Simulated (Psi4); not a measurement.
# InHCl (SMILES [Cl][InH]): UHF/STO-3G

Aim: the vertical ionisation energy of InHCl at UHF/STO-3G, from 2 runs. 

Program for the calculation: Psi4 1.11.

6 further runs of the same task are left out: 4 that didn't finish, 2 set aside as unsound or not needed.

## Step 1: The system as given

The species is InHCl (3 atoms), meant as a doublet with charge 0. SMILES: `[Cl][InH]`. The coordinates come from a PBE0-D4/def2-TZVP relaxation.

Bond lengths: Cl1–In2 2.365 Å, In2–H3 1.773 Å. Angles: Cl1–In2–H3 115.3°.

## Step 2: The energy at UHF/STO-3G

The input, clhin.dat:

```
memory 2.2 GB

molecule m {
  0 2
  Cl    -1.649800     0.396800    -0.867400
  In     0.409500     0.542400     0.286100
  H      1.229400    -1.003900     0.568100
  symmetry c1
  no_reorient
  no_com
}

set {
  basis STO-3G
  reference uhf
  puream true
  e_convergence 1e-09
  d_convergence 1e-08
  scf_type pk
  maxiter 100
}

E, wfn = energy("hf", return_wfn=True)
oeprop(wfn, "LOWDIN_CHARGES", "QUADRUPOLE", "MAYER_INDICES")
```

Started as:

```console
$ psi4 -i clhin.dat -o clhin.out -n 1
```

clhin.out:

```text
[...]
  Running in c1 symmetry.
[...]
  Nuclear repulsion =  203.589380782615649
[...]
  Multiplicity = 2
[...]
  Nalpha       = 34
  Nbeta        = 33
[...]
    Number of basis functions: 37
[...]
   @UHF iter   1: -6137.91936883476865   -3.13074e+00   1.15053e-02 ADIIS/DIIS
[...]
   @UHF iter  12: -6138.07545175691939   -7.27596e-12   2.60287e-09 DIIS
[...]
   @S^2 Observed:                7.555295329E-01
[...]
    Orbital Energies [Eh]
    ---------------------
    Alpha Occupied:
       1A   -986.862238     2A   -145.999660     3A   -138.010620
       4A   -138.010154     5A   -138.009486     6A   -103.543497
       7A    -27.691892     8A    -24.710092     9A    -24.707812
      10A    -24.705856    11A    -16.576355    12A    -16.576106
      13A    -16.574697    14A    -16.572073    15A    -16.571278
      16A    -10.242287    17A     -7.685629    18A     -7.681328
      19A     -7.681307    20A     -4.246873    21A     -3.066333
      22A     -3.059908    23A     -3.054000    24A     -0.923239
      25A     -0.564235    26A     -0.558841    27A     -0.556905
      28A     -0.554382    29A     -0.548891    30A     -0.439420
      31A     -0.364432    32A     -0.333877    33A     -0.330565
      34A     -0.207660
[...]
  @UHF Final Energy: -6138.07545175691939
   => Energetics <=
    Nuclear Repulsion Energy =            203.5893807826156490
    One-Electron Energy =               -8909.2374234242270177
    Two-Electron Energy =                2567.5725908846920902
    Total Energy =                      -6138.0754517569184827
  UHF NO Occupations:
  HONO-2 :   32  A 1.9997725
  HONO-1 :   33  A 1.9976506
[...]
 Multipole Moments:
 ------------------------------------------------------------------------------------
     Multipole            Electronic (a.u.)      Nuclear  (a.u.)        Total (a.u.)
 ------------------------------------------------------------------------------------
 L = 1.  Multiply by 2.5417464519 to convert [e a0] to [Debye]
 Dipole X            :         14.0984340          -12.7588639            1.3395701
 Dipole Y            :        -60.5636323           61.0746256            0.5109933
 Dipole Z            :          1.0964337           -0.3000885            0.7963452
 Magnitude           :                                                    1.6400390
 L = 2.  Multiply by 1.3450342976 to convert [e a0^2] to [Debye ang]
 Quadrupole XX       :       -229.9450708          199.9779424          -29.9671285
 Quadrupole XY       :          7.5513922           -5.2835988            2.2677934
[...]
```

Run time: 2.3 s. Hardware: 1 thread of AMD EPYC 7R43 (Zen 3), shared host; peak memory 0.18 GiB.

## Step 3: The singlet cation: energy and gradient at HF/STO-3G

The input, input.inp:

```
memory 2.2 GB

molecule {
  1 1
  Cl    -1.649800     0.396800    -0.867400
  In     0.409500     0.542400     0.286100
  H      1.229400    -1.003900     0.568100
  symmetry c1
  no_reorient
  no_com
}

set {
  basis STO-3G
  puream true
  e_convergence 1e-09
  d_convergence 1e-08
  scf_type pk
}

result, w = gradient("hf", return_wfn=True)
oeprop(w, "MAYER_INDICES", "WIBERG_LOWDIN_INDICES", "QUADRUPOLE", title="HF")
```

Started as:

```console
$ psi4 -n 1 input.inp input.out
```

input.out:

```text
[...]
  Running in c1 symmetry.
[...]
  Nuclear repulsion =  203.589380782615649
[...]
  Multiplicity = 1
[...]
  Nalpha       = 33
  Nbeta        = 33
[...]
    Number of basis functions: 37
[...]
   @RHF iter   1: -6137.75755497086720   -2.96893e+00   1.08704e-02 DIIS/ADIIS
[...]
   @RHF iter  11: -6137.87695981214438   -1.27329e-11   3.20155e-09 DIIS
[...]
    Orbital Energies [Eh]
    ---------------------
    Doubly Occupied:
       1A   -987.217355     2A   -146.352332     3A   -138.364020
       4A   -138.363490     5A   -138.362506     6A   -103.844763
       7A    -28.040993     8A    -25.059450     9A    -25.057934
      10A    -25.055072    11A    -16.926913    12A    -16.926851
      13A    -16.924120    14A    -16.922385    15A    -16.921594
      16A    -10.531164    17A     -7.974188    18A     -7.969840
      19A     -7.969810    20A     -4.586169    21A     -3.402905
      22A     -3.400504    23A     -3.392947    24A     -1.164802
      25A     -0.899445    26A     -0.899241    27A     -0.895384
      28A     -0.892584    29A     -0.885882    30A     -0.665586
      31A     -0.588168    32A     -0.572440    33A     -0.566606
[...]
  @RHF Final Energy: -6137.87695981214438
   => Energetics <=
    Nuclear Repulsion Energy =            203.5893807826156490
    One-Electron Energy =               -8887.7377961673682876
    Two-Electron Energy =                2546.2714555726083745
    Total Energy =                      -6137.8769598121434683
[...]
  -Total Gradient:
     Atom            X                  Y                   Z
    ------   -----------------  -----------------  -----------------
       1       -0.036436523376    -0.017606999374    -0.022070415187
       2        0.031899459000     0.063915826548     0.024681251322
       3        0.004537064240    -0.046308827196    -0.002610836847
[...]
 Multipole Moments:
 ------------------------------------------------------------------------------------
     Multipole            Electronic (a.u.)      Nuclear  (a.u.)        Total (a.u.)
 ------------------------------------------------------------------------------------
 L = 1.  Multiply by 2.5417464519 to convert [e a0] to [Debye]
 Dipole X            :         14.6035817          -12.7588639            1.8447178
 Dipole Y            :        -59.0048893           61.0746256            2.0697363
 Dipole Z            :          1.5476523           -0.3000885            1.2475638
 Magnitude           :                                                    3.0402644
 L = 2.  Multiply by 1.3450342976 to convert [e a0^2] to [Debye ang]
 Quadrupole XX       :       -224.4405757          199.9779424          -24.4626334
 Quadrupole XY       :          8.6359048           -5.2835988            3.3523060
[...]
```

Run time: 3.3 s. Hardware: 1 thread of AMD EPYC 7R43 (Zen 3), shared host; peak memory 0.19 GiB.

## Step 4: Outcome

Level: UHF/STO-3G.

| quantity | value |
| --- | --- |
| doublet InHCl: total energy | -6138.07545 Eh |
| doublet InHCl: dipole moment | 4.17 D |
| doublet InHCl: HOMO energy (highest over α and β) | -5.65 eV |
| doublet InHCl: LUMO energy (lowest over α and β) | 4.42 eV |
| doublet InHCl: ⟨S²⟩ | 0.756 |
| singlet cation: total energy | -6137.87696 Eh |
| singlet cation: HOMO energy | -15.42 eV |
| singlet cation: LUMO energy | -5.08 eV |
| singlet cation: HOMO–LUMO gap | 10.34 eV |
| singlet cation: largest force on an atom | 3.886 eV/Å |
| vertical ionisation energy (to the singlet cation) | 5.401 eV |

In words: Removing an electron at fixed nuclei costs 5.40 eV (125 kcal/mol). Only the singlet of the ionised species was computed; a triplet could lie lower. In a minimal basis such a difference can be off by several eV, whatever the method. Relativity is left out (doublet InHCl) although the molecule holds a heavy atom. Relativity is left out (singlet cation) although the molecule holds a heavy atom.
